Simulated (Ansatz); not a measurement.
**Ta: stress in a strained cell**

Aim: deform Ta (equal xy, yz and zx engineering shear strains of +1 %) and compute stress, forces and field gradients with LAPW, PAW and all-electron datasets made for the crystal.

Method: DFT PBEsol, scalar-relativistic, in Ansatz 0.2.0.

**1. The structure to begin with**

It takes space group Fm-3m (No. 225, cubic). Conventional cell: a = 4.220 Å, b = 4.220 Å, c = 4.220 Å, α = 90.00°, β = 90.00°, γ = 90.00°. Ta (site symmetry m-3m) has 12 Ta at 2.98 Å as nearest neighbours.

Coordinates:

```
CELL_PARAMETERS angstrom
0.00000 2.11000 2.11000
2.11000 0.00000 2.11000
2.11000 2.11000 0.00000
ATOMIC_POSITIONS crystal
Ta 0.00000 0.00000 0.00000
```

**2. The deformed structure**

Space group Fm-3m before, R-3m after.

**3. All-electron LAPW**

Contents of input.yaml:

```yaml
crystal:
  lattice:
    - [0.0211, 2.12055, 2.12055]
    - [2.12055, 0.0211, 2.12055]
    - [2.12055, 2.12055, 0.0211]
  atoms:
    - { symbol: Ta, position: [0.0, 0.0, 0.0] }
kpoints:
  mp_grid: { grid: [15, 15, 15] }
  band_path:
    path:
      - [0.0, 0.0, 0.0]
      - [0.5, 0.5, 0.5]
      - [0.247543133, 0.5, 0.752456867]
      - [-0.247543133, 0.247543133, 0.5]
      - [0.0, 0.0, 0.5]
      - [0.0, 0.0, 0.0]
      - [-0.3737715665, 0.0, 0.3737715665]
      - [0.0, 0.3737715665, 0.6262284335]
      - [0.0, 0.5, 0.5]
    npoints: 5
scf:
  occupations: { method: fermi_dirac, width: 0.08 }
hamiltonian:
  xc: pbesol
  pseudopotentials: { kind: all_electron, lapw: { basis_error: 0.0005 } }
output:
  forces: true
  stress: true
  eigenvalues: true
```

Launch:

```
$ ansatz run input.yaml --threads 1 --pin off --max-ram 3072MiB --backend cpu --events-out ev --progress --plain --runs-dir out
```

**4. PAW on the default files**

Contents of input.yaml:

```yaml
crystal:
  lattice:
    - [0.0211, 2.12055, 2.12055]
    - [2.12055, 0.0211, 2.12055]
    - [2.12055, 2.12055, 0.0211]
  atoms:
    - { symbol: Ta, position: [0.0, 0.0, 0.0] }
kpoints:
  mp_grid: { grid: [15, 15, 15] }
scf:
  occupations: { method: fermi_dirac, width: 0.08 }
hamiltonian:
  xc: pbesol
  pseudopotentials: { kind: paw }
output:
  forces: true
  stress: true
  eigenvalues: true
  efg: { contact_densities: true }
  write_density: true
  write_potential: true
  elf: true
  volumetric_format: npy
```

**5. All-electron PAW on datasets made for the crystal**

input.yaml: that of step 4 with these lines changed.

```diff
@@ -13,3 +13,3 @@
   xc: pbesol
-  pseudopotentials: { kind: paw }
+  pseudopotentials: { kind: all_electron, datasets: crystal }
 output:
@@ -19,5 +19 @@
   efg: { contact_densities: true }
-  write_density: true
-  write_potential: true
-  elf: true
-  volumetric_format: npy
```

(Steps that only read results are left out.)

What does the calculation give? Wanted: pressure; largest shear or deviatoric stress.

The runs gave:

| quantity | value |
| --- | --- |
| pressure | LAPW -5.83, PAW -5.83, crystal datasets -5.83 GPa |
| largest shear or deviatoric stress (LAPW) | 0.36 GPa |

The largest part of the stress beyond the pressure is 0.36 GPa in size. No run of the undeformed cell stands beside it, so the pressure holds what the given cell had before the change. PAW: stress within 0.01 GPa of LAPW. Crystal datasets: stress within 0.01 GPa of LAPW. Spin-orbit coupling is left out, though the cell holds Ta; in elements this heavy it can shift bands and gaps by tenths of an eV.
